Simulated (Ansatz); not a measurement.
# CH₃BrGaO radical: one species, many methods

The task here is to estimate one member of a computed series from the others.

Program: Ansatz 0.2.0, Gaussian basis. Level of theory: functionals in def2-TZVPP, the program's frozen cores in correlated methods. These are calculated values, not measurements.

Levels to be run: LDA (SPW92), PBE-D4, revPBE-D4, BLYP-D4, r2SCAN-D4, B97M-V, PBE0-D4, B3LYP-D4, r2SCANh-D4, r2SCAN0-D4, HSE06-D4, BHLYP-D4, CAM-B3LYP-D4, LC-ωPBE, ωB97X-V, ωB97M-V, B2PLYP, PBE-QIDH; CCSD(T)/def2-SVP; MP2/def2-TZVPP; MP2/def2-QZVPP; RPA on PBE.

### The geometry

An earlier PBE0-D4 in a triple-zeta def2 set relaxation fixed the geometry.

SMILES `C[O][Ga][Br]`, 7 atoms, charge 0, spin multiplicity 2.

Atoms are counted from 1 here; the program's logs count them from 0.

Bond lengths: C1–O2 1.406 Å, C1–H5 1.094 Å, C1–H6 1.096 Å, C1–H7 1.096 Å, O2–Ga3 1.793 Å, Ga3–Br4 2.317 Å. Angles: O2–C1–H5 107.8°, O2–C1–H6 112.0°, O2–C1–H7 112.7°, H5–C1–H6 108.0°, H5–C1–H7 107.8°, H6–C1–H7 108.4°, C1–O2–Ga3 127.1°, O2–Ga3–Br4 114.5°.

Set-up of the first run:

The input, in.yaml:

```yaml
crystal:
  periodic: [false, false, false]
  atoms:
    - {symbol: C, position_ang: [0.604293, 0.903318, 0.257460]}
    - {symbol: O, position_ang: [-0.372762, 0.048768, -0.281933]}
    - {symbol: Ga, position_ang: [-0.508476, -1.724166, -0.048662]}
    - {symbol: Br, position_ang: [-2.321575, -2.698830, -1.113026]}
    - {symbol: H, position_ang: [0.495606, 1.880275, -0.222028]}
    - {symbol: H, position_ang: [0.478301, 1.040769, 1.337095]}
    - {symbol: H, position_ang: [1.624613, 0.549856, 0.071084]}
basis:
  gaussian: {orbitals: def2-TZVPP}
magnetization: {spin_polarized: true, initial_magnetization: 1}
hamiltonian: {xc: lda}
output: {orbitals: {seedname: orbitals}}
```

The run is started by

```sh
ansatz run in.yaml --threads 4 --pin off --events-out ev --progress --plain --max-ram 10444MiB
```

Steps of the session up to this table: LDA; PBE-D4 (GGA); revPBE-D4 (GGA); BLYP-D4 (GGA); r2SCAN-D4 (meta-GGA); B97M-V (meta-GGA); PBE0-D4 (hybrid); B3LYP-D4 (hybrid); r2SCANh-D4 (hybrid); r2SCAN0-D4 (hybrid); HSE06-D4 (hybrid); BHLYP-D4 (hybrid); CAM-B3LYP-D4 (range-separated); LC-ωPBE (range-separated); ωB97X-V (range-separated); ωB97M-V (range-separated); B2PLYP (double hybrid); PBE-QIDH (double hybrid).

One table of the session follows, with a row left open; its other results are not shown here.

It belongs to the step «Orbital energies across the functionals». 

```
  functional  HOMO (eV)  LUMO (eV)  gap (eV)
 LDA (SPW92)      -5.54      -4.81      0.73
      PBE-D4      -5.42      -4.45      0.98
   revPBE-D4      -5.38      -4.31      1.07
     BLYP-D4      -5.26      -4.47      0.79
   r2SCAN-D4      -5.81      -4.15      1.67
      B97M-V      -5.61      -4.55      1.07
     PBE0-D4      -6.56      -3.60      2.96
    B3LYP-D4      -6.32      -4.00      2.32
  r2SCANh-D4      -6.23      -3.84      2.39
  r2SCAN0-D4          ?          ?         ?
    HSE06-D4      -6.17      -3.97      2.20
    BHLYP-D4      -7.53      -2.87      4.65
CAM-B3LYP-D4      -7.79      -2.79      5.00
     LC-ωPBE      -9.11      -1.36      7.76
     ωB97X-V      -8.66      -1.78      6.89
     ωB97M-V      -8.58      -1.95      6.63
```

Q: Estimate the row for r2SCAN0-D4 from the others.

Worked estimate for «HOMO (eV)». Against the share of exact exchange, r2SCAN-D4 (0, -5.81), r2SCANh-D4 (0.1, -6.23) give a slope of -4.20 per unit share; at 0.25 the line stands at -6.86.

As computed: HOMO (eV): -6.86; LUMO (eV): -3.39; gap (eV): 3.46. In «HOMO (eV)» the line misses by 0.00.
